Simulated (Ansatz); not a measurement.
# Al3BN2: the cost of one run

Method: DFT PBE, scalar-relativistic, plane waves, PAW, in Ansatz 0.2.0.

1 further run of the same task is left out (it didn't finish).

**1. The system as given**

The structure is orthorhombic, space group Cmmm (No. 65). Conventional cell: a = 6.539 Å, b = 7.018 Å, c = 3.529 Å, α = 90.00°, β = 90.00°, γ = 90.00°. Al (site symmetry mmm) has 4 N at 2.06 Å and 4 Al at 2.13 Å as nearest neighbours. Al (site symmetry 2mm) is surrounded by 2 N at 1.60 Å. Around B (site symmetry mmm) lie 4 Al at 2.72 Å. N (site symmetry m2m) has 4 Al at 1.60 to 2.06 Å as nearest neighbours.

As a file:

```cif
data_structure
_symmetry_space_group_name_H-M 'P 1'
_symmetry_Int_Tables_number 1
_cell_length_a 4.7961
_cell_length_b 4.7961
_cell_length_c 3.5287
_cell_angle_alpha 90.000
_cell_angle_beta 90.000
_cell_angle_gamma 94.046
_cell_volume 80.97
loop_
_atom_site_label
_atom_site_type_symbol
_atom_site_fract_x
_atom_site_fract_y
_atom_site_fract_z
_atom_site_occupancy
Al1 Al 0.00000 0.00000 0.50000 1
Al2 Al 0.81618 0.81618 0.00000 1
Al3 Al 0.18382 0.18382 0.00000 1
B1 B 0.50000 0.50000 0.50000 1
N1 N 0.15099 0.84901 0.00000 1
N2 N 0.84901 0.15099 0.00000 1
```

Recipe of the guess: random cell by space group and Wyckoff sites (Cmmm, No. 65). The dimensions are guesses.

**2. The guess as it stands, on a coarse mesh**

Input file input.yaml:

```yaml
crystal:
  lattice:
    - [3.2695105, -3.50896744, 0.0]
    - [3.2695105, 3.50896744, 0.0]
    - [0.0, 0.0, 3.52873673]
  atoms:
    - { symbol: Al, position: [0.0, 0.0, 0.5] }
    - { symbol: Al, position: [0.81617507, 0.81617507, 0.0] }
    - { symbol: Al, position: [0.18382493, 0.18382493, 0.0] }
    - { symbol: B, position: [0.5, 0.5, 0.5] }
    - { symbol: "N", position: [0.15098923, 0.84901077, 0.0] }
    - { symbol: "N", position: [0.84901077, 0.15098923, 0.0] }
basis:
  ecutwfc: 420
kpoints:
  mp_grid: { grid: [4, 4, 6] }
hamiltonian:
  xc: pbe
scf:
  occupations: { method: gaussian, width: 0.1 }
  lower_state_search: "off"
output:
  forces: true
  stress: true
  eigenvalues: true
```

Launch:

```
ansatz run input.yaml --threads 1 --pin off --max-ram 2560MiB --backend cpu --events-out ev --progress --plain --runs-dir out
```

**Question.** How long does this run take on 1 thread of Intel Xeon at 2.70GHz, shared host, and how much memory does it need?

About 4 s, with a peak of 0.36 GiB.
